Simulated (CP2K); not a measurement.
## BiTe under changes of volume

One of the cells (33.855 Å³/atom); the others are scaled copies at fixed shape and fractional positions:

```
Bi Te
1.0
     4.57498    0.00000    0.00000
     2.28749    3.96205    0.00000
     2.28749    1.32068    3.73546
Bi Te
1 1
Direct
  0.00000 0.00000 0.00000
  0.50000 0.50000 0.50000
```

```yaml
Program: CP2K 2026.2
Functional: LDA
Potentials_or_basis: GTH_POTENTIALS Bi GTH-PADE-q5, Te GTH-PADE-q6; TZVP-MOLOPT-PBE-GTH basis
Density_cutoff: 6123 eV
k_mesh: 7 × 7 × 7
Occupations: fermi-dirac, width 0.05 eV
Spin: no spin polarisation
```

```tsv
volume (Å³/atom)	energy over the lowest point (meV/atom)	pressure (GPa)
31.824	0.84	0.8
32.501	0.00	-0.4
33.178	3.81	-1.4
33.855	11.76	-2.3
34.532	23.42	-3.2
35.209	38.39	-3.9
35.886	?	?
```

What does the run at 35.886 Å³/atom give?

Energy over the lowest point 56.32 meV/atom; pressure -4.6 GPa.

Worked out: A Birch-Murnaghan fit of order 3 (a polynomial in V^(-2/3)) to the other rows has its minimum at 32.28 Å³/atom with B0 = V·E''(V) = 54 GPa and B' = 4.4. It gives 56.32 meV/atom at 35.886 Å³/atom, against the run's 56.32, and -dE/dV = -4.6 GPa, against -4.6.

Energies are extrapolated to zero smearing.

Caveats: the basis of atomic orbitals isn't converged, which shifts pressures, moduli and gaps.
